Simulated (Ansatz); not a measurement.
# H8OSi3: the cost of one run

Program: Ansatz 0.2.0. Level of theory: DFT B3LYP, Gaussian basis def2-tzvp. These are calculated values, not measurements.

**1. Starting point**

Bond lengths: Si1–H2 1.480 Å, Si1–H3 1.480 Å, Si1–O4 1.650 Å, O4–Si5 1.650 Å, Si5–H6 1.486 Å, Si5–H7 1.486 Å, Si5–H8 1.486 Å, Si1–Si9 2.350 Å, Si9–H10 1.486 Å, Si9–H11 1.486 Å, Si9–H12 1.486 Å. Angles (14 of 19 angles, heavy atoms first): O4–Si1–Si9 109.5°, Si1–O4–Si5 143.1°, H2–Si1–O4 109.5°, H2–Si1–Si9 109.5°, H3–Si1–O4 109.5°, H3–Si1–Si9 109.5°, O4–Si5–H6 109.5°, O4–Si5–H7 109.5°, O4–Si5–H8 109.5°, Si1–Si9–H10 109.5°, Si1–Si9–H11 109.5°, Si1–Si9–H12 109.5°, H2–Si1–H3 109.5°, H6–Si5–H7 109.4°.

Coordinates:

```xyz
12

Si    0.0000    0.0000    0.0000
H     0.8545    0.8545    0.8545
H     0.8545   -0.8545   -0.8545
O    -0.9526    0.9526   -0.9526
Si   -1.4501    1.1856   -2.5085
H    -0.3866    0.7337   -3.4422
H    -2.6890    0.4038   -2.7554
H    -1.7228    2.6288   -2.7312
Si   -1.3568   -1.3568    1.3568
H    -2.7834   -1.0000    1.1460
H    -1.1464   -2.7834    0.9996
H    -1.0002   -1.1458    2.7834
```

**2. Relaxing the atoms: H8OSi3**

input.yaml

```yaml
relax:
  f_tol: 0.001
  max_steps: 200
crystal:
  periodic: [false, false, false]
  atoms:
    - { symbol: Si, position_ang: [0.0, 0.0, 0.0] }
    - { symbol: H, position_ang: [0.85448, 0.85448, 0.85448] }
    - { symbol: H, position_ang: [0.85448, -0.85448, -0.85448] }
    - { symbol: O, position_ang: [-0.95263, 0.95263, -0.95263] }
    - { symbol: Si, position_ang: [-1.45014, 1.18555, -2.5085] }
    - { symbol: H, position_ang: [-0.38665, 0.7337, -3.44221] }
    - { symbol: H, position_ang: [-2.68905, 0.40379, -2.75537] }
    - { symbol: H, position_ang: [-1.72279, 2.62883, -2.73124] }
    - { symbol: Si, position_ang: [-1.35677, -1.35677, 1.35677] }
    - { symbol: H, position_ang: [-2.78341, -0.99998, 1.14601] }
    - { symbol: H, position_ang: [-1.14642, -2.78337, 0.99961] }
    - { symbol: H, position_ang: [-1.00018, -1.1458, 2.78342] }
basis:
  gaussian: { orbitals: def2-tzvp }
hamiltonian:
  xc: { name: B3LYP }
```

Command:

```
ansatz run input.yaml --threads 8 --pin off --max-ram 8192MiB --backend cpu --events-out ev --progress --plain --runs-dir out
```

**Question.** How long does this run take on 8 threads of Arm Neoverse N1, shared host, and how much memory does it need?

About 2.7 min, with a peak of 0.53 GiB.
